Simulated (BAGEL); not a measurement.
# UHF/6-31G(d) (density fitting with qzvpp-jkfit, spherical functions) run of SiHCl2O (SMILES [O][SiH](Cl)Cl)

Aim: the vertical ionisation energy of SiHCl2O at UHF/6-31G* (density fitting with qzvpp-jkfit, spherical functions), from 2 runs. 

Program for the calculation: BAGEL 1.2.2.

3 further runs of the same task are left out: 2 that didn't finish, 1 set aside as unsound or not needed.

### Step 1. The molecule

The species is SiHCl2O (5 atoms), meant as a doublet with charge 0. SMILES: `[O][SiH](Cl)Cl`. Geometry: relaxed at PBE0-D4/def2-TZVP.

Bond lengths: O1–Si2 1.649 Å, Si2–Cl3 2.028 Å, Si2–Cl4 2.028 Å, Si2–H5 1.479 Å. Angles: O1–Si2–Cl3 111.9°, O1–Si2–Cl4 111.9°, Cl3–Si2–Cl4 108.4°, O1–Si2–H5 101.4°, Cl3–Si2–H5 111.6°, Cl4–Si2–H5 111.6°.

### Step 2. A single-point energy at UHF/6-31G(d) (density fitting with qzvpp-jkfit, spherical functions)

Input file hf.json:

```json
{ "bagel" : [

{
  "title" : "molecule",
  "basis" : "6-31gs.json",
  "df_basis" : "qzvpp-jkfit",
  "angstrom" : "true",
  "geometry" : [
    { "atom" : "O", "xyz" : [    0.092100,   -0.719000,    1.517100 ] },
    { "atom" : "Si", "xyz" : [    0.084300,   -0.040000,    0.014900 ] },
    { "atom" : "Cl", "xyz" : [   -0.523700,    1.894600,    0.060800 ] },
    { "atom" : "Cl", "xyz" : [   -1.112100,   -1.056100,   -1.269800 ] },
    { "atom" : "H", "xyz" : [    1.509200,   -0.153100,   -0.364300 ] }
  ]
},
{
  "title" : "uhf",
  "nopen" : 1
},
{
  "title" : "print",
  "file" : "orbitals.molden",
  "orbitals" : "true"
}

]}
```

The basis set 6-31G* is read from a file made from the Basis Set Exchange's data (not shown).

On the command line:

```sh
$ BAGEL_NUM_THREADS=1 BAGEL hf.json > hf.out
```

Log:

```text
* using 1 threads per process

  ===============================================================
  ===============================================================

  *** Geometry ***

  { "atom" : "O", "xyz" : [      0.174044,     -1.358713,      2.866904 ] },
  { "atom" : "Si", "xyz" : [      0.159304,     -0.075589,      0.028157 ] },
  { "atom" : "Cl", "xyz" : [     -0.989650,      3.580275,      0.114895 ] },
  { "atom" : "Cl", "xyz" : [     -2.101564,     -1.995740,     -2.399574 ] },
  { "atom" : "H", "xyz" : [      2.851975,     -0.289317,     -0.688427 ] },

  Number of auxiliary basis functions:      479

  Since a DF basis is specified, we compute 2- and 3-index integrals:
    o Being stored without compression. Storage requirement is 0.019 GB

  Number of basis functions:       70
  Number of electrons      :       57

    * METHOD: MOLECULE                             0.19

  *** Open-shell HF ***

  === Nuclear Repulsion ===
   266.6654621826

      * DIIS with orbital gradients will be used.

  === UHF iteration (6-31gs.json) ===
      0      -1282.90951845          0.05166218           0.13
      1      -1282.85752151          0.06499838           0.12
      2      -1282.86748057          0.06122987           0.12
      3      -1283.36660307          0.00755426           0.12
      4      -1283.39691420          0.00381755           0.12
      5      -1283.40597564          0.00165480           0.12
      6      -1283.40791539          0.00089466           0.13
      7      -1283.40860613          0.00067911           0.13
      8      -1283.40921415          0.00060111           0.12
      9      -1283.40972927          0.00029764           0.13
     10      -1283.40994206          0.00009415           0.13
     11      -1283.40997086          0.00003139           0.13
     12      -1283.40997503          0.00001102           0.12
     13      -1283.40997640          0.00000350           0.12
     14      -1283.40997679          0.00000174           0.12
     15      -1283.40997691          0.00000102           0.13
     16      -1283.40997695          0.00000067           0.12
     17      -1283.40997696          0.00000034           0.13
     18      -1283.40997696          0.00000017           0.12
     19      -1283.40997696          0.00000010           0.12
     20      -1283.40997696          0.00000008           0.11
     21      -1283.40997696          0.00000006           0.12
     22      -1283.40997696          0.00000004           0.12
     23      -1283.40997696          0.00000003           0.12
     24      -1283.40997696          0.00000002           0.13
     25      -1283.40997696          0.00000002           0.13
     26      -1283.40997696          0.00000002           0.13
     27      -1283.40997696          0.00000002           0.13
     28      -1283.40997696          0.00000002           0.13
     29      -1283.40997696          0.00000001           0.13
     30      -1283.40997696          0.00000001           0.13
     31      -1283.40997696          0.00000001           0.13
    * SCF iteration converged.

    * S^2 (UHF) is 0.7560

    * Permanent dipole moment:
           (   -0.400428,    -0.014495,     0.209427) a.u.

    * METHOD: UHF                                  4.12

    * METHOD: PRINT                                0.01

  ===============================================================
```

Wall time 4.5 s (1 thread of Arm Neoverse V2, shared host); peak memory 0.1 GiB.

### Step 3. The singlet cation at the same level

Input file calc.json:

```json
{ "bagel": [

{
  "title": "molecule",
  "basis": "6-31gs.json",
  "df_basis": "qzvpp-jkfit",
  "angstrom": "true",
  "geometry": [
    { "atom": "O", "xyz": [    0.092100,   -0.719000,    1.517100 ] },
    { "atom": "Si", "xyz": [    0.084300,   -0.040000,    0.014900 ] },
    { "atom": "Cl", "xyz": [   -0.523700,    1.894600,    0.060800 ] },
    { "atom": "Cl", "xyz": [   -1.112100,   -1.056100,   -1.269800 ] },
    { "atom": "H", "xyz": [    1.509200,   -0.153100,   -0.364300 ] }
  ]
},
{ "title": "hf", "charge": 1 },
{ "title": "print", "file": "orbitals.molden", "orbitals": "true" }

]}
```

The basis set 6-31G* is read from a file made from the Basis Set Exchange's data (not shown).

On the command line:

```sh
$ BAGEL_NUM_THREADS=1 BAGEL calc.json > calc.out
```

Log:

```text
* using 1 threads per process

  ===============================================================
  ===============================================================

  *** Geometry ***

  { "atom" : "O", "xyz" : [      0.174044,     -1.358713,      2.866904 ] },
  { "atom" : "Si", "xyz" : [      0.159304,     -0.075589,      0.028157 ] },
  { "atom" : "Cl", "xyz" : [     -0.989650,      3.580275,      0.114895 ] },
  { "atom" : "Cl", "xyz" : [     -2.101564,     -1.995740,     -2.399574 ] },
  { "atom" : "H", "xyz" : [      2.851975,     -0.289317,     -0.688427 ] },

  Number of auxiliary basis functions:      479

  Since a DF basis is specified, we compute 2- and 3-index integrals:
    o Being stored without compression. Storage requirement is 0.019 GB

  Number of basis functions:       70
  Number of electrons      :       57

    * METHOD: MOLECULE                             0.19

  *** RHF ***

  === Nuclear Repulsion ===
   266.6654621826

      * DIIS with orbital gradients will be used.

  === RHF iteration (6-31gs.json) ===
      0      -1282.31910672          0.03103872           0.07
      1      -1281.94308028          0.04533194           0.06
      2      -1282.81915502          0.00496746           0.06
      3      -1282.84177077          0.00540540           0.06
      4      -1282.85686458          0.00316357           0.06
      5      -1282.86993321          0.00112016           0.06
      6      -1282.87295806          0.00047757           0.06
      7      -1282.87371053          0.00036672           0.06
      8      -1282.87426492          0.00028821           0.06
      9      -1282.87473246          0.00021533           0.06
     10      -1282.87490509          0.00010019           0.06
     11      -1282.87494635          0.00003328           0.06
     12      -1282.87494834          0.00001109           0.06
     13      -1282.87494847          0.00000475           0.06
     14      -1282.87494849          0.00000242           0.06
     15      -1282.87494851          0.00000163           0.06
     16      -1282.87494851          0.00000096           0.06
     17      -1282.87494852          0.00000057           0.06
     18      -1282.87494852          0.00000039           0.06
     19      -1282.87494852          0.00000020           0.06
     20      -1282.87494852          0.00000008           0.06
     21      -1282.87494852          0.00000005           0.06
     22      -1282.87494852          0.00000003           0.06
     23      -1282.87494852          0.00000001           0.06
     24      -1282.87494852          0.00000001           0.06
     25      -1282.87494852          0.00000001           0.06
    * SCF iteration converged.

    * Permanent dipole moment:
           (   -1.306827,     0.738815,    -1.060242) a.u.

    * METHOD: HF                                   1.70

    * METHOD: PRINT                                0.01

  ===============================================================
```

Wall time 2.1 s (1 thread of Arm Neoverse V2, shared host); peak memory 0.1 GiB.

### Step 4. Summary of results

Level: UHF/6-31G* (density fitting with qzvpp-jkfit, spherical functions).

| quantity | value |
| --- | --- |
| doublet SiHCl2O: total energy | -1283.40998 Eh |
| doublet SiHCl2O: dipole moment | 1.15 D |
| doublet SiHCl2O: ⟨S²⟩ | 0.756 |
| singlet cation: total energy | -1282.87495 Eh |
| singlet cation: HOMO energy | -18.26 eV |
| singlet cation: LUMO energy | -11.63 eV |
| singlet cation: HOMO–LUMO gap | 6.63 eV |
| vertical ionisation energy (to the singlet cation) | 14.559 eV |

In words: The vertical ionisation energy comes to 14.56 eV (336 kcal/mol). Only the singlet of the ionised species was computed; a triplet could lie lower.
